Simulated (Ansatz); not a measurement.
# CH5Al2F: the cost of one run

Program: Ansatz 0.2.0. Level of theory: RKS PBE/6-31G*. These are calculated values, not measurements.

## Step 1: The system as given

Bond lengths: C1–Al2 1.960 Å, Al2–Al3 2.463 Å, Al3–F4 1.869 Å, C1–H5 1.150 Å, C1–H6 1.174 Å, C1–H7 1.096 Å, Al2–H8 1.561 Å, Al3–H9 1.615 Å. Angles: C1–Al2–Al3 119.3°, C1–Al2–H8 120.2°, Al3–Al2–H8 120.5°, Al2–C1–H5 110.3°, Al2–C1–H6 109.4°, Al2–C1–H7 113.4°, H5–C1–H6 104.6°, H5–C1–H7 110.5°, H6–C1–H7 108.1°, Al2–Al3–F4 120.3°, Al2–Al3–H9 122.5°, F4–Al3–H9 117.1°.

As a file:

```xyz
9

C    -0.0710    0.8120   -1.4809
Al   -0.4623   -0.6853   -0.2778
Al    0.3996   -0.6352    2.0292
F     1.4530    0.7957    2.6102
H    -0.5872    0.6533   -2.4959
H    -0.5540    1.7932   -1.0528
H     1.0010    0.9917   -1.6189
H    -1.2604   -1.9218   -0.7984
H     0.1696   -1.8499    3.0682
```

## Step 2: End point A

input.yaml

```yaml
crystal:
  periodic: [false, false, false]
  atoms:
    - { symbol: C, position_ang: [-0.071, 0.812, -1.4809] }
    - { symbol: Al, position_ang: [-0.4623, -0.6853, -0.2778] }
    - { symbol: Al, position_ang: [0.3996, -0.6352, 2.0292] }
    - { symbol: F, position_ang: [1.453, 0.7957, 2.6102] }
    - { symbol: H, position_ang: [-0.5872, 0.6533, -2.4959] }
    - { symbol: H, position_ang: [-0.554, 1.7932, -1.0528] }
    - { symbol: H, position_ang: [1.001, 0.9917, -1.6189] }
    - { symbol: H, position_ang: [-1.2604, -1.9218, -0.7984] }
    - { symbol: H, position_ang: [0.1696, -1.8499, 3.0682] }
basis:
  gaussian: { orbitals: "6-31G*" }
hamiltonian:
  xc: pbe
relax:
  f_tol: 0.02
  max_steps: 50
```

Command:

```bash
$ ansatz run input.yaml --threads 1 --pin off --max-ram 2048MiB --backend cpu --events-out ev --progress --plain --runs-dir out
```

**Question.** How long does this run take on 1 thread of Intel Xeon 6975P-C (Granite Rapids), shared host, and how much memory does it need?

About 8.4 s, with a peak of 0.14 GiB.
